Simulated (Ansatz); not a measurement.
# Cs2YTlF6, space group Fm-3m: a relaxation of cell and ions

Computed with the Ansatz DFT code, driven from Python.

Notebook, run cell by cell (the value of a cell's last expression is shown):

```python
from collections import Counter

import ansatz as az
from ase import Atoms
from ase.io import write
import matplotlib.pyplot as plt
import numpy as np
from pymatgen.core import Structure
from scipy.ndimage import map_coordinates
```

```python
def edges_and_angles(cell):
    cell = np.asarray(cell)
    a, b, c = np.linalg.norm(cell, axis=1)
    cosines = cell[1] @ cell[2] / (b * c), cell[0] @ cell[2] / (a * c), cell[0] @ cell[1] / (a * b)
    return (a, b, c, *np.degrees(np.arccos(cosines)))

lattice = az.Lattice.of(
    (0.0, 4.812531, 4.812531),
    (4.812531, 0.0, 4.812531),
    (4.812531, 4.812531, 0.0),
)
sites = [
    ("Cs", (0.75, 0.75, 0.75)),
    ("Cs", (0.25, 0.25, 0.25)),
    ("Y", (0.0, 0.0, 0.0)),
    ("Tl", (0.5, 0.5, 0.5)),
    ("F", (0.77525, 0.22475, 0.22475)),
    ("F", (0.22475, 0.22475, 0.77525)),
    ("F", (0.22475, 0.77525, 0.77525)),
    ("F", (0.22475, 0.77525, 0.22475)),
    ("F", (0.77525, 0.22475, 0.77525)),
    ("F", (0.77525, 0.77525, 0.22475)),
]
cs2ytlf6 = az.Crystal(lattice=lattice)
for symbol, position in sites:
    cs2ytlf6 = cs2ytlf6.atom(symbol, position)
```

```python
# every cell quantity that the symmetry leaves free
model = cs2ytlf6.calculation()
model = model.kpoints(4, 4, 4)
model = model.functional("lda")
model = model.occupations("fixed").relax(cell=True)
model = model.density()
steps = []
```

```python
def follow(event):
    if event["event"] != "relax_step":
        return
    row = event["data"]
    steps.append(row)
    print(f"step {row['step']:3d}  E = {row['lagrangian_ev']:.5f} eV  largest force component = {row['allowed_force_max_ev_ang']:.4f} eV/A  P = {row['pressure_gpa']:.3f} GPa")


outcome = model.session().plan(threads=1).execute(on_event=follow)
data = outcome.report
```

    DeckWarning: basis.ecutwfc = 420 eV, auto-derived from the records' recommended cutoffs: set by Cs (normal level)
    step   1  E = -30678.55163 eV  largest force component = 0.1719 eV/A  P = -2.903 GPa
    step   2  E = -30678.71176 eV  largest force component = 0.2059 eV/A  P = 1.036 GPa
    step   3  E = -30678.72083 eV  largest force component = 0.0738 eV/A  P = -0.034 GPa
    step   4  E = -30678.72416 eV  largest force component = 0.0022 eV/A  P = -0.027 GPa
    step   5  E = -30678.69494 eV  largest force component = 0.0030 eV/A  P = -0.314 GPa
    step   6  E = -30678.70036 eV  largest force component = 0.0009 eV/A  P = -0.014 GPa
    step   7  E = -30678.69598 eV  largest force component = 0.0010 eV/A  P = -0.036 GPa

```python
data["converged"], data["free_energy_ev"]
```

    (True, -30678.6959807143)

```python
outcome.unlabelled_reasons
```

```python
first, last = steps[0], steps[-1]
symbols = [site.symbol for site in outcome.lattice.sites]
print(f"energy gained {first['lagrangian_ev'] - last['lagrangian_ev']:.4f} eV in {len(steps) - 1} steps")
for label, vectors in (("before", first["cell_ang"]), ("after", outcome.lattice.cell_ang)):
    print(label, "a b c (A) {:.4f} {:.4f} {:.4f}  angles {:.2f} {:.2f} {:.2f}".format(*edges_and_angles(vectors)), f" V = {abs(np.linalg.det(vectors)):.3f} A^3")
print("final stress xx yy zz (GPa, compression positive):", np.round(np.diag(data["stress_gpa"]), 3) + 0.0)
```

    energy gained 0.1443 eV in 6 steps
    before a b c (A) 6.8059 6.8059 6.8059  angles 60.00 60.00 60.00  V = 222.921 A^3
    after a b c (A) 6.6422 6.6422 6.6422  angles 60.00 60.00 60.00  V = 207.217 A^3
    final stress xx yy zz (GPa, compression positive): [-0.036 -0.036 -0.036]

```python
relaxed = Atoms(symbols, positions=[site.position_ang for site in outcome.lattice.sites], cell=outcome.lattice.cell_ang, pbc=True)
write("relaxed.extxyz", relaxed, format="extxyz")
```

```python
print("relaxed fractional positions")
for site in outcome.lattice.sites:
    print(f"  {site.symbol:2s}", " ".join(f"{v % 1:8.5f}" for v in np.round(site.position_frac, 5)))
```

    relaxed fractional positions
      Cs  0.75000  0.75000  0.75000
      Cs  0.25000  0.25000  0.25000
      Y   0.00000  0.00000  0.00000
      Tl  0.50000  0.50000  0.50000
      F   0.77326  0.22674  0.22674
      F   0.22674  0.22674  0.77326
      F   0.22674  0.77326  0.77326
      F   0.22674  0.77326  0.22674
      F   0.77326  0.22674  0.77326
      F   0.77326  0.77326  0.22674

```python
fig, (top, bottom) = plt.subplots(2, 1, sharex=True, figsize=(4.5, 4))
top.plot([s["lagrangian_ev"] - last["lagrangian_ev"] for s in steps], "o-")
top.set_ylabel("E - E(final) (eV)")
bottom.semilogy([max(s["allowed_force_max_ev_ang"], 1e-6) for s in steps], "s-")
bottom.set(xlabel="step", ylabel="largest force (eV/A)")
fig.tight_layout()
fig.savefig("relax.png", dpi=100)
```

```python
for key in ("converged", "n_iterations", "n_electrons", "n_kpoints", "n_pw", "n_symmetry_ops", "free_energy_ev", "fermi_energy_ev"):
    print(f"{key:18s} {data[key]}")
```

    converged          True
    n_iterations       5
    n_electrons        84.0
    n_kpoints          8
    n_pw               4015
    n_symmetry_ops     48
    free_energy_ev     -30678.6959807143
    fermi_energy_ev    4.593960996652165

```python
final = Structure(outcome.lattice.cell_ang, [s.symbol for s in outcome.lattice.sites], [s.position_frac for s in outcome.lattice.sites])
# smooth valence density along the shortest bond of atom 0
rho = outcome.density()
total = sum(channel.density_e_per_ang3 for channel in rho.channels[:2])
grid_cell = np.asarray(rho.fft_grid_basis) @ outcome.lattice.cell_ang
partner = min(final.get_neighbors(final[0], 5.0), key=lambda n: n.nn_distance)
line = np.linspace(final[0].coords, partner.coords, 9)
points = (line @ np.linalg.inv(grid_cell)) * rho.dims
values = map_coordinates(total, points.T, order=3, mode="grid-wrap")
print(f"from {final[0].specie} to {partner.specie}, {partner.nn_distance:.3f} A")
for t, value in zip(np.linspace(0, partner.nn_distance, 9), values):
    print(f"{t:7.3f} A  {value:9.4f} e/A^3")
```

    from Cs to F, 3.328 A
      0.000 A    -0.0684 e/A^3
      0.416 A     0.7004 e/A^3
      0.832 A     1.0439 e/A^3
      1.248 A     0.3145 e/A^3
      1.664 A     0.0714 e/A^3
      2.080 A     0.0870 e/A^3
      2.496 A     0.5607 e/A^3
      2.912 A     5.5097 e/A^3
      3.328 A    14.0056 e/A^3

```python
told = Counter((n["data"]["severity"], n["data"]["kind"]) for n in outcome.notices if n["event"] == "notice")
for (severity, kind), count in sorted(told.items()):
    print(f"{severity:8s} {kind} x{count}")
```

    audit    band_cg_iterations x7
    audit    cell_relax_basis_refresh x2
    audit    loop_bands_changed x5
    audit    preconditioner_resolved x7
    audit    relaxation_kept_its_symmetry x1

`relaxed.extxyz`, as written:
```text
10
Lattice="7.006148321096728e-35 4.696761091144472 4.696761091144472 4.696761091144472 -1.162382922590837e-34 4.696761091144472 4.696761091144472 4.696761091144472 6.289599853105494e-34" Properties=species:S:1:pos:R:3 pbc="T T T"
Cs       7.04514164       7.04514164       7.04514164
Cs       2.34838055       2.34838055       2.34838055
Y        0.00000000      -0.00000000      -0.00000000
Tl       4.69676109       4.69676109       4.69676109
F        2.12985455       4.69676109       4.69676109
F        4.69676109       4.69676109       2.12985455
F        7.26366763       4.69676109       4.69676109
F        4.69676109       2.12985455       4.69676109
F        4.69676109       7.26366763       4.69676109
F        4.69676109       4.69676109       7.26366763
```

Notes:
- Absolute energies stand on the zero of these potentials, so only differences at equal settings mean something. A total without «per atom» is that of the whole cell that was run.
- Spin is left out of this run.
- With fixed filling the reported Fermi level is the top filled level among the k-points of the SCF.
- The zero of the levels is a convention of the potentials, so an absolute Fermi energy is no work function.
- Energies along a relaxation are free energies. Rows at an unchanged volume are solved on a plane-wave basis chosen afresh for that cell, so the energy can jump there; the script counts such rows among its steps.
- Edges and angles are those of the cell as typed, here a primitive one, not of the conventional cell.
- Spin-orbit coupling, which matters for elements this heavy, is left out.
- Grid values close to the nuclei reflect the PAW or pseudopotential construction, not the all-electron fields.
- The structure comes from a database of computed cells and needn't be a stable or known phase.
- Warnings are shown shortened and without file and line.
- Timing: 28 s on 1 thread of Arm Neoverse V2, on a shared host, peak memory 0.65 GiB.
